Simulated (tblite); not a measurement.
# GFN2-xTB (tblite) on CdSe: a test of settings

Which settings matter? One reference run, then one change at a time; some changes are unwise on purpose.

Program: tblite 0.8.0. Level of theory: GFN2-xTB (tblite), atoms fixed, no spin polarisation. These are calculated values, not measurements.

**1. The system as given**

Symmetry: F-43m, No. 216, cubic system. The conventional cell has a = 6.136 Å, b = 6.136 Å, c = 6.136 Å, α = 90.00°, β = 90.00°, γ = 90.00°. Around Cd (site symmetry -43m) lie 4 Se at 2.66 Å. Se (site symmetry -43m) is surrounded by 4 Cd at 2.66 Å.

Coordinates:

```cif
data_structure
_symmetry_space_group_name_H-M 'F-43m'
_symmetry_Int_Tables_number 216
_cell_length_a 6.1356
_cell_length_b 6.1356
_cell_length_c 6.1356
_cell_angle_alpha 90.000
_cell_angle_beta 90.000
_cell_angle_gamma 90.000
_cell_volume 230.98
loop_
_atom_site_label
_atom_site_type_symbol
_atom_site_symmetry_multiplicity
_atom_site_Wyckoff_symbol
_atom_site_fract_x
_atom_site_fract_y
_atom_site_fract_z
_atom_site_occupancy
Cd1 Cd 4 a 0.00000 0.00000 0.00000 1
Se1 Se 4 c 0.25000 0.25000 0.25000 1
```

The structure type (database structure) is imposed and need not be the compound's stable one.

**2. The reference run**

The input, run.py:

```python
import json
from ase import Atoms
from ase.build import make_supercell
from ase.units import Bohr, GPa, Hartree
from tblite.interface import Calculator

atoms = Atoms(['Cd', 'Se'],
              cell=[[0.0, 3.0678017, 3.0678017], [3.0678017, 0.0, 3.0678017], [3.0678017, 3.0678017, 0.0]],
              scaled_positions=[[0.0, 0.0, 0.0], [0.75, 0.75, 0.75]],
              pbc=True)
cluster = make_supercell(atoms, [[-2, 2, 2], [-2, -2, 2], [2, -2, 2]])
calc = Calculator('GFN2-xTB', cluster.numbers, cluster.positions / Bohr, lattice=cluster.cell[:] / Bohr, periodic=cluster.pbc)
calc.set('temperature', 0.02 / Hartree)
calc.set('max-iter', 150)
res = calc.singlepoint()
levels = res.get('orbital-energies') * Hartree
nv = round(res.get('orbital-occupations').sum() / 2)
cells = len(cluster) // len(atoms)
out = {'energy_per_cell': res.get('energy') * Hartree / cells, 'homo': levels[nv - 1], 'lumo': levels[nv],
       'stress': (-res.get('virial') * Hartree / cluster.get_volume() / GPa).tolist(), 'charges': res.get('charges')[:len(atoms)].tolist(), 'electrons': 2 * nv / cells}
json.dump(out, open('results.json', 'w'))
for key, value in out.items():
    print(key, value)
```

On the command line:

```bash
python run.py
```

Log:

```text
------------------------------------------------------------
  cycle        total energy    energy error   density error
------------------------------------------------------------
      1     -115.3906515832  -1.1561118E+02   4.4978092E-01
      2     -123.8629776351  -8.4723261E+00   1.5559193E-01
      3     -124.1312856576  -2.6830802E-01   5.1513151E-02
      4     -124.1525730030  -2.1287345E-02   1.1755037E-02
      5     -124.0692974282   8.3275575E-02   3.1569006E-02
      6     -124.1654543601  -9.6156932E-02   4.0826977E-03
      7     -124.1670444427  -1.5900826E-03   1.3896309E-03
      8     -124.1672314352  -1.8699255E-04   2.2589969E-04
      9     -124.1672317703  -3.3510371E-07   2.1564559E-04
     10     -124.1672347409  -2.9705966E-06   1.2206579E-04
     11     -124.1672360474  -1.3064325E-06   1.0522379E-05
     12     -124.1672360562  -8.8020897E-09   3.2657801E-06
------------------------------------------------------------

 total:                                   3.778 sec
energy_per_cell -105.58633099697805
homo -10.883091167184308
lumo -8.17883663418985
stress [[1.9215239254898906, -1.594626149560134e-06, 1.5946261412911894e-06], [-1.594626149539781e-06, 1.9215239254898973, 1.5946261717906145e-06], [1.5946261412632487e-06, 1.5946261717350123e-06, 1.9215239254899936]]
charges [0.3383619981778756, -0.3383820927336145]
electrons 8.0
```

It took 4.5 s on 1 thread of Arm Neoverse V1, shared host; peak memory 0.11 GiB.

Gap 2.70 eV; pressure 1.9 GPa. The 64 atoms of the cluster fold only a few k-points onto the zone centre, so gap and energy may not be converged in the cluster's size.

**3. Change: temperature = 0.001**

Edit run.py of step 2 so:

```diff
@@ -12,3 +12,3 @@
 calc = Calculator('GFN2-xTB', cluster.numbers, cluster.positions / Bohr, lattice=cluster.cell[:] / Bohr, periodic=cluster.pbc)
-calc.set('temperature', 0.02 / Hartree)
+calc.set('temperature', 0.001 / Hartree)
 calc.set('max-iter', 150)
```

On the command line:

```bash
python run.py
```

Log:

```text
------------------------------------------------------------
  cycle        total energy    energy error   density error
------------------------------------------------------------
      1     -115.3906515832  -1.1561118E+02   4.4978092E-01
      2     -123.8629776351  -8.4723261E+00   1.5559193E-01
      3     -124.1312856576  -2.6830802E-01   5.1513151E-02
      4     -124.1525730030  -2.1287345E-02   1.1755037E-02
      5     -124.0692974282   8.3275575E-02   3.1569006E-02
      6     -124.1654543601  -9.6156932E-02   4.0826977E-03
      7     -124.1670444427  -1.5900826E-03   1.3896309E-03
      8     -124.1672314352  -1.8699255E-04   2.2589969E-04
      9     -124.1672317703  -3.3510371E-07   2.1564559E-04
     10     -124.1672347409  -2.9705966E-06   1.2206579E-04
     11     -124.1672360474  -1.3064325E-06   1.0522379E-05
     12     -124.1672360562  -8.8020897E-09   3.2657801E-06
------------------------------------------------------------

 total:                                   3.990 sec
energy_per_cell -105.58633099697805
homo -10.883091167184308
lumo -8.17883663418985
stress [[1.9215239254898906, -1.594626149560134e-06, 1.5946261412911894e-06], [-1.594626149539781e-06, 1.9215239254898973, 1.5946261717906145e-06], [1.5946261412632487e-06, 1.5946261717350123e-06, 1.9215239254899936]]
charges [0.3383619981778756, -0.3383820927336145]
electrons 8.0
```

Wall time 4.8 s (1 thread of Arm Neoverse V1, shared host); peak memory 0.11 GiB.

Against the reference run the gap moves by 0.00 eV and the energy by 0.0 meV/atom.

**4. Change: temperature = 0.3**

Edit run.py of step 3 so:

```diff
@@ -12,3 +12,3 @@
 calc = Calculator('GFN2-xTB', cluster.numbers, cluster.positions / Bohr, lattice=cluster.cell[:] / Bohr, periodic=cluster.pbc)
-calc.set('temperature', 0.001 / Hartree)
+calc.set('temperature', 0.3 / Hartree)
 calc.set('max-iter', 150)
```

On the command line:

```bash
python run.py
```

Log:

```text
------------------------------------------------------------
  cycle        total energy    energy error   density error
------------------------------------------------------------
      1     -115.3908383077  -1.1561137E+02   4.4977435E-01
      2     -123.8649385766  -8.4741003E+00   1.5546645E-01
      3     -124.1332596935  -2.6832112E-01   5.1467507E-02
      4     -124.1536763286  -2.0416635E-02   1.2184392E-02
      5     -124.0716271355   8.2049193E-02   3.1658665E-02
      6     -124.1672615918  -9.5634456E-02   4.3983733E-03
      7     -124.1691080035  -1.8464117E-03   1.4284653E-03
      8     -124.1693042494  -1.9624594E-04   2.6185818E-04
      9     -124.1693052424  -9.9293909E-07   2.3772485E-04
     10     -124.1693088226  -3.5802363E-06   1.3376066E-04
     11     -124.1693103808  -1.5582449E-06   1.2759510E-05
     12     -124.1693103943  -1.3469929E-08   3.6859503E-06
------------------------------------------------------------

 total:                                   3.788 sec
energy_per_cell -105.58809492247642
homo -10.882365008490346
lumo -8.168566696439598
stress [[2.0215220778961647, -1.5901374636051945e-06, 1.590137466341288e-06], [-1.590137463511717e-06, 2.0215220778960448, 1.5901374328244856e-06], [1.5901374663406955e-06, 1.5901374328331603e-06, 2.0215220778961593]]
charges [0.33774667050972773, -0.3377668030850246]
electrons 8.0
```

It took 4.5 s on 1 thread of Arm Neoverse V1, shared host; peak memory 0.11 GiB.

Against the reference run the gap moves by +0.01 eV and the energy by -0.9 meV/atom.

**5. Change: mixer-damping = 0.1**

Edit run.py of step 4 so:

```diff
@@ -12,4 +12,5 @@
 calc = Calculator('GFN2-xTB', cluster.numbers, cluster.positions / Bohr, lattice=cluster.cell[:] / Bohr, periodic=cluster.pbc)
-calc.set('temperature', 0.3 / Hartree)
+calc.set('temperature', 0.02 / Hartree)
 calc.set('max-iter', 150)
+calc.set('mixer-damping', 0.1)
 res = calc.singlepoint()
```

On the command line:

```bash
python run.py
```

Log:

```text
------------------------------------------------------------
  cycle        total energy    energy error   density error
------------------------------------------------------------
      1     -115.3906515832  -1.1561118E+02   4.4978092E-01
      2     -117.7453816739  -2.3547301E+00   3.8375287E-01
      3     -119.6899868552  -1.9446052E+00   2.0751920E-01
      4     -111.1807511431   8.5092357E+00   4.7243679E-01
      5     -124.0042904525  -1.2823539E+01   4.4155764E-02
      6     -123.9733154793   3.0974973E-02   4.4558857E-02
      7     -124.0701187828  -9.6803303E-02   3.1057266E-02
      8     -124.1602388611  -9.0120078E-02   8.6952735E-03
      9     -124.1634689176  -3.2300565E-03   6.2934457E-03
     10     -124.1647583028  -1.2893851E-03   5.1116174E-03
     11     -124.1665559764  -1.7976736E-03   2.6758905E-03
     12     -124.1672021978  -6.4622141E-04   5.9668605E-04
     13     -124.1672350689  -3.2871089E-05   1.0190360E-04
     14     -124.1672360521  -9.8319818E-07   7.3261774E-06
------------------------------------------------------------

 total:                                   3.855 sec
energy_per_cell -105.58633099352778
homo -10.883104114882173
lumo -8.178695068839536
stress [[1.9212163337720267, -1.5949373488346922e-06, 1.5949372939862325e-06], [-1.5949373488145951e-06, 1.9212163337720527, 1.5949372370980297e-06], [1.5949372939809641e-06, 1.594937237057489e-06, 1.9212163337719985]]
charges [0.33839172617156343, -0.33841190085002937]
electrons 8.0
```

Wall time 4.6 s (1 thread of Arm Neoverse V1, shared host); peak memory 0.11 GiB.

Against the reference run the gap moves by 0.00 eV and the energy by 0.0 meV/atom.

**6. Change: mixer-damping = 1.0**

Edit run.py of step 5 so:

```diff
@@ -14,3 +14,3 @@
 calc.set('max-iter', 150)
-calc.set('mixer-damping', 0.1)
+calc.set('mixer-damping', 1.0)
 res = calc.singlepoint()
```

On the command line:

```bash
python run.py
```

Log:

```text
------------------------------------------------------------
  cycle        total energy    energy error   density error
------------------------------------------------------------
      1     -115.3906515832  -1.1561118E+02   4.4978092E-01
      2     -88.29572778031   2.7094924E+01   6.2868110E-01
      3     -118.0891005846  -2.9793373E+01   2.2107293E-01
      4     -124.1661362200  -6.0770356E+00   1.7188989E-02
      5     -124.1661524023  -1.6182275E-05   1.7291649E-02
      6     -124.1670098982  -8.5749592E-04   1.4425154E-03
      7     -124.1671444979  -1.3459970E-04   8.8440155E-04
      8     -124.1672279713  -8.3473410E-05   3.4971674E-04
      9     -124.1672356340  -7.6627199E-06   8.6653452E-05
     10     -124.1672359819  -3.4786484E-07   3.1834478E-05
     11     -124.1672360279  -4.5964953E-08   1.9835888E-05
------------------------------------------------------------

 total:                                   3.748 sec
energy_per_cell -105.58633097289356
homo -10.883092290416311
lumo -8.1785337300877
stress [[1.9209256635869913, -1.5966364581898728e-06, 1.5966395796995418e-06], [-1.5966364582278375e-06, 1.9209256635868261, 1.5966396880971736e-06], [1.5966395796216978e-06, 1.596639688080199e-06, 1.920925663586976]]
charges [0.3384209160165593, -0.3384412240386286]
electrons 8.0
```

Wall time 4.5 s (1 thread of Arm Neoverse V1, shared host); peak memory 0.11 GiB.

Against the reference run the gap moves by 0.00 eV and the energy by 0.0 meV/atom.

**7. Change: cluster = 1x1x1**

Edit run.py of step 6 so:

```diff
@@ -10,3 +10,3 @@
               pbc=True)
-cluster = make_supercell(atoms, [[-2, 2, 2], [-2, -2, 2], [2, -2, 2]])
+cluster = make_supercell(atoms, [[-1, 1, 1], [-1, -1, 1], [1, -1, 1]])
 calc = Calculator('GFN2-xTB', cluster.numbers, cluster.positions / Bohr, lattice=cluster.cell[:] / Bohr, periodic=cluster.pbc)
@@ -14,3 +14,2 @@
 calc.set('max-iter', 150)
-calc.set('mixer-damping', 1.0)
 res = calc.singlepoint()
```

On the command line:

```bash
python run.py
```

Log:

```text
------------------------------------------------------------
  cycle        total energy    energy error   density error
------------------------------------------------------------
      1     -14.35719999869  -1.4384766E+01   4.5065428E-01
      2     -15.38300470500  -1.0258047E+00   1.6682869E-01
      3     -15.42015269166  -3.7147987E-02   5.6142154E-02
      4     -15.42353333533  -3.3806437E-03   9.5639368E-03
      5     -15.42346991470   6.3420624E-05   6.7212583E-03
      6     -15.42388721697  -4.1730226E-04   3.6848659E-03
      7     -15.42406080082  -1.7358385E-04   5.1466778E-04
      8     -15.42406316534  -2.3645270E-06   2.9423419E-04
      9     -15.42406380337  -6.3802736E-07   2.0179206E-04
     10     -15.42406435366  -5.5029190E-07   3.6722811E-05
     11     -15.42406437310  -1.9441819E-08   9.8287944E-07
------------------------------------------------------------

 total:                                   0.416 sec
energy_per_cell -104.9275424303077
homo -10.787546915223608
lumo -8.746665474554035
stress [[1.3371815029477458, -3.0586347410107043e-06, 3.05865220383098e-06], [-3.0586347409824892e-06, 1.3371815029481389, 3.0586579460011013e-06], [3.058652204233385e-06, 3.0586579457857995e-06, 1.3371815029472163]]
charges [0.37868156890820803, -0.37867586762786953]
electrons 8.0
```

Wall time 1.1 s (1 thread of Arm Neoverse V1, shared host); peak memory 0.088 GiB.

Against the reference run the gap moves by -0.66 eV and the energy by +329.4 meV/atom. One cell at the zone centre alone can't describe the crystal.

**8. What moved**

| change | ends | gap (eV) | energy (meV/atom) | pressure (GPa) | time |
| --- | --- | --- | --- | --- | --- |
| none | converged | 2.70 | 0 | 1.9 | 4.5 s |
| temperature = 0.001 | converged | 0.00 | 0.0 | 0.0 | 4.8 s |
| temperature = 0.3 | converged | +0.01 | -0.9 | +0.1 | 4.5 s |
| mixer-damping = 0.1 | converged | 0.00 | 0.0 | 0.0 | 4.6 s |
| mixer-damping = 1.0 | converged | 0.00 | 0.0 | 0.0 | 4.5 s |
| cluster = 1x1x1 | converged | -0.66 | +329.4 | -0.6 | 1.1 s |

The first row holds values, the others changes from it. Keys are the program's: temperature in eV (tblite) or K (CP2K), cutoffs in Ry, CUTOFP in Å. Among the numerical settings, cluster = 1x1x1 moves the energy most (+329.4 meV/atom). The runs test settings. The reference's gap and pressure are those of this cheap level and cell, not checked here against a higher level, and such methods can miss a gap or a metal outright.
